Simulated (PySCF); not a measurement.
# Br3P (Phosphorus tribromide): the cost of one run

The runs use PySCF 2.14.0, with density-fitted response routines of our own; the level of theory stands in each step. All values are computed, except where a source is named. Atoms are numbered from 0 throughout.

## (1) Starting geometry

4 atoms, charge 0, multiplicity 1; geometry from: GFN2-xTB. The atoms were then displaced at random by about 0.01 Å, so the start is not that level's minimum.

Bonds of the start (Å): Br0–P1 2.25, P1–Br2 2.23, P1–Br3 2.20.

## (2) Geometry optimisation at PBE0-D3(BJ)/def2-SVP

Job settings and geometry (Å):

```
{"job": {"xc": "PBE0", "basis": "def2-SVP", "d3": "d3bj", "grid": 1, "shake": 0.01, "kind": "geom"}, "charge": 0, "multiplicity": 1}
Br     1.999810    -0.135180    -0.254420
P     -0.003290    -0.002040     0.751630
Br    -0.910140     1.765410    -0.269900
Br    -1.048390    -1.653560    -0.260320
```

Started as:

```console
OMP_NUM_THREADS=1 python probes_run.py task.json out
```

The driver reads the jobs from task.json and runs them one after another.

Q: Estimate the wall time and peak memory of this first job on 1 thread of Arm Neoverse V1, shared host.

About 43 s, with a peak of 0.52 GiB.
